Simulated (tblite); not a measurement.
# C4H7FN2Si2: the cost of one run

Computed with tblite 0.8.0 and PySCF 2.14.0, with density-fitted response routines of our own, on a single molecule in the gas phase. Atoms are numbered from 0 throughout.

## (1) Starting geometry

16 atoms, charge 0, multiplicity 1; geometry from: force field or distance geometry start.

Bonds of the start (Å): C0–N1 1.29, N1–C2 1.44, C2–Si3 1.84, Si3–F4 1.70, C2–C5 1.30, C5–Si6 1.86, C5–C7 1.44, C7–N8 1.18, C0–H9 1.09, C0–H10 1.10, Si3–H11 1.48, Si3–H12 1.47, Si6–H13 1.45, Si6–H14 1.47, Si6–H15 1.46.

## (2) Optimising the geometry with GFN2-xTB

The job: settings as JSON, then the geometry in Å.

```
{"job": {"kind": "relax", "xc": "GFN2-xTB", "basis": "xTB"}, "charge": 0, "multiplicity": 1}
C     -0.718200     2.211500    -0.063000
N     -0.250600     1.310000    -0.859300
C     -0.328800    -0.029800    -0.344700
Si    -1.985200    -0.834900    -0.282500
F     -2.339500    -1.205500     1.342400
C      0.722000    -0.684900     0.060100
Si     2.374600     0.155300    -0.022800
C      0.605900    -2.023300     0.567900
N      0.500300    -3.137000     0.955200
H     -0.697300     3.256200    -0.370300
H     -1.166500     1.935500     0.907300
H     -1.980000    -2.138500    -0.984500
H     -2.979500     0.091000    -0.845400
H      2.303300     1.189500    -1.043000
H      2.573600     0.804700     1.277300
H      3.358200    -0.890700    -0.306100
```

On the command line:

```
$ OMP_NUM_THREADS=1 python probes_run.py task.json out
```

One launch serves the whole session: the jobs run in the order shown.

**Question.** How long does this first job take on 1 thread of Arm Neoverse N1, shared host, and how much memory does it need?

About 3 s, with a peak of 0.18 GiB.
